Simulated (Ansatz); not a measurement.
# YLuI6: the cost of one run

Program: Ansatz 0.2.0. Level of theory: DFT PBE, scalar-relativistic, plane waves, PAW. These are calculated values, not measurements.

## 1. The system as given

The structure is cubic, space group Pm-3 (No. 200). The conventional cell has a = 7.000 Å, b = 7.000 Å, c = 7.000 Å, α = 90.00°, β = 90.00°, γ = 90.00°. Around Y (site symmetry m-3) lie 12 I at 3.93 Å. Lu (site symmetry m-3) has 12 I at 3.90 Å as nearest neighbours. I (site symmetry mm2) is surrounded by 2 I at 3.44 to 3.56 Å and 2 Lu at 3.90 Å and 2 Y at 3.93 Å.

Structure file:

```cif
data_structure
_symmetry_space_group_name_H-M 'Pm-3'
_symmetry_Int_Tables_number 200
_cell_length_a 7.0003
_cell_length_b 7.0003
_cell_length_c 7.0003
_cell_angle_alpha 90.000
_cell_angle_beta 90.000
_cell_angle_gamma 90.000
_cell_volume 343.05
loop_
_atom_site_label
_atom_site_type_symbol
_atom_site_symmetry_multiplicity
_atom_site_Wyckoff_symbol
_atom_site_fract_x
_atom_site_fract_y
_atom_site_fract_z
_atom_site_occupancy
Y1 Y 1 a 0.00000 0.00000 0.00000 1
Lu1 Lu 1 b 0.50000 0.50000 0.50000 1
I1 I 6 f 0.00000 0.50000 0.74547 1
```

The cell is invented: species swapped into a database cell of Nb6AlGa (Pm-3, No. 200), with Lu on the Al sites, I on the Nb sites and Y on the Ga sites. Its size is a rough estimate.

## 2. Probe: one point on a coarse mesh

input.yaml reads:

```yaml
crystal:
  lattice:
    - [7.00031269, 0.0, 0.0]
    - [0.0, 7.00031269, 0.0]
    - [0.0, 0.0, 7.00031269]
  atoms:
    - { symbol: "Y", position: [0.0, 0.0, 0.0] }
    - { symbol: Lu, position: [0.5, 0.5, 0.5] }
    - { symbol: I, position: [0.0, 0.5, 0.74546802] }
    - { symbol: I, position: [0.5, 0.25453198, 0.0] }
    - { symbol: I, position: [0.74546802, 0.0, 0.5] }
    - { symbol: I, position: [0.0, 0.5, 0.25453198] }
    - { symbol: I, position: [0.5, 0.74546802, 0.0] }
    - { symbol: I, position: [0.25453198, 0.0, 0.5] }
basis:
  ecutwfc: 420
kpoints:
  mp_grid: { grid: [4, 4, 4] }
hamiltonian:
  xc: pbe
scf:
  occupations: { method: gaussian, width: 0.1 }
  lower_state_search: "off"
output:
  forces: true
  stress: true
  eigenvalues: true
```

Run with:

```bash
$ ansatz run input.yaml --threads 1 --pin off --max-ram 2560MiB --backend cpu --events-out ev --progress --plain --runs-dir out
```

**Question.** How long does this run take on 1 thread of Intel Xeon 6975P-C (Granite Rapids), shared host, and how much memory does it need?

About 13 s, with a peak of 0.72 GiB.
